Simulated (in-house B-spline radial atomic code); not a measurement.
**Mn: excited configurations**

Aim: the energies of several excited configurations of Mn above a reference configuration, each from its own self-consistent run.

Program: in-house B-spline radial atomic code version 1. Level of theory: Dirac-Hartree-Fock, average of configuration, Fermi nucleus, basis-set limit. These are calculated values, not measurements, unless marked.

## (1) What is computed

| Item | Value |
| --- | --- |
| element | manganese (Z = 25) |
| charge | 0 |
| electrons | 25 |
| configuration | [Ar] 3d5 4s2 |
| Hamiltonian | Dirac-Coulomb |
| nucleus | Fermi, rms radius 3.706 fm |

The outer shells:

[Ar] 3d5 4s2
```
[Ar] core
3d [↑ ][↑ ][↑ ][↑ ][↑ ]
4s [↑↓]
```

The boxes draw the filling by Hund's rule, which heavy ions in jj coupling don't follow; these runs average over all states of the configuration.

The run's settings:

```ini
Z = 25
electrons = 25.0
configuration = [Ar] 3d5 4s2
hamiltonian = dirac
method = hf
spin_polarised = False
nucleus = fermi
rms_radius = 3.7057
mass_number = 55
atomic_mass = 54.93804304
speed_of_light = 137.035999084
```

From the earlier run of the reference: total energy -1157.321993 hartree. Levels, eight at most:

| orbital | occupation | energy (eV) | <r> (bohr) |
| --- | --- | --- | --- |
| 2p1/2 | 2 | -685.63 | 0.2444 |
| 2p3/2 | 4 | -675.02 | 0.2473 |
| 3s1/2 | 2 | -106.58 | 0.8508 |
| 3p1/2 | 2 | -69.531 | 0.9024 |
| 3p3/2 | 4 | -68.171 | 0.9109 |
| 3d3/2 | 2 | -15.003 | 1.162 |
| 3d5/2 | 3 | -14.882 | 1.168 |
| 4s1/2 | 2 | -6.923 | 3.315 |

## (2) Run with [Ne] 3s2 3p5 3d5 4s2 5g1

The run's settings:

```ini
Z = 25
electrons = 25.0
configuration = [Ne] 3s2 3p5 3d5 4s2 5g1
hamiltonian = dirac
method = hf
spin_polarised = False
nucleus = fermi
rms_radius = 3.7057
mass_number = 55
atomic_mass = 54.93804304
speed_of_light = 137.035999084
```

## (3) Run with [Ar] 3d5 4s1 6p1

The settings differ from step 2 so:

```diff
@@ -2,3 +2,3 @@
 electrons = 25.0
-configuration = [Ne] 3s2 3p5 3d5 4s2 5g1
+configuration = [Ar] 3d5 4s1 6p1
 hamiltonian = dirac
```

## (4) Run with [Ne] 3s2 3p5 3d5 4s2 7d1

The settings differ from step 3 so:

```diff
@@ -2,3 +2,3 @@
 electrons = 25.0
-configuration = [Ar] 3d5 4s1 6p1
+configuration = [Ne] 3s2 3p5 3d5 4s2 7d1
 hamiltonian = dirac
```

## (5) [Ne] 3s2 3p5 3d5 4s2 7f1

The settings differ from step 4 so:

```diff
@@ -2,3 +2,3 @@
 electrons = 25.0
-configuration = [Ne] 3s2 3p5 3d5 4s2 7d1
+configuration = [Ne] 3s2 3p5 3d5 4s2 7f1
 hamiltonian = dirac
```

## (6) Run with [Ar] 3d4 4s2 6d1

The settings differ from step 5 so:

```diff
@@ -2,3 +2,3 @@
 electrons = 25.0
-configuration = [Ne] 3s2 3p5 3d5 4s2 7f1
+configuration = [Ar] 3d4 4s2 6d1
 hamiltonian = dirac
```

## (7) [Ar] 3d6 4s1

The settings differ from step 6 so:

```diff
@@ -2,3 +2,3 @@
 electrons = 25.0
-configuration = [Ar] 3d4 4s2 6d1
+configuration = [Ar] 3d6 4s1
 hamiltonian = dirac
```

Before running: How far above the reference does each configuration lie (order and size, in eV)?

As calculated:

| net move | configuration | energy above the reference (eV) | with Breit, QED, recoil (eV) | largest <r> (bohr) |
| --- | --- | --- | --- | --- |
| 4s → 3d | [Ar] 3d6 4s1 | 0.902 | 0.888 | 3.67 |
| 4s → 6p | [Ar] 3d5 4s1 6p1 | 5.775 | 5.771 | 22.8 |
| 3d → 6d | [Ar] 3d4 4s2 6d1 | 10.449 | 10.465 | 33.9 |
| 3p → 5g | [Ne] 3s2 3p5 3d5 4s2 5g1 | 62.794 | 62.753 | 27.5 |
| 3p → 7d | [Ne] 3s2 3p5 3d5 4s2 7d1 | 62.956 | 62.914 | 50.3 |
| 3p → 7f | [Ne] 3s2 3p5 3d5 4s2 7f1 | 63.061 | 63.019 | 67.4 |

Quantum defects of the promoted electron, δ = n − ζ/√(−2ε) with ζ = 1 and ε its orbital energy in hartree:

| promotion | δ |
| --- | --- |
| 4s → 6p | 2.034 |
| 3d → 6d | 1.038 |
| 3p → 5g | 0.000 |
| 3p → 7d | 1.040 |
| 3p → 7f | 0.004 |

What this shows: At the bottom stands 4s → 3d (0.902 eV), at the top 3p → 7f (63.061 eV). 4 of them lie more than 2 % above the ionisation threshold that Koopmans' theorem gives (6.923 eV), where such states can decay by emitting an electron. Of those tabulated, the defect is largest for 6p (2.03) and least for 5g (0.00): low angular momentum penetrates the core, high angular momentum stays outside it. Two partly filled shells share a symmetry and can mix in the average, which may lower the energy, for: 3d → 6d; 3p → 7d. These are averages over configurations, without correlation, not spectroscopic levels.
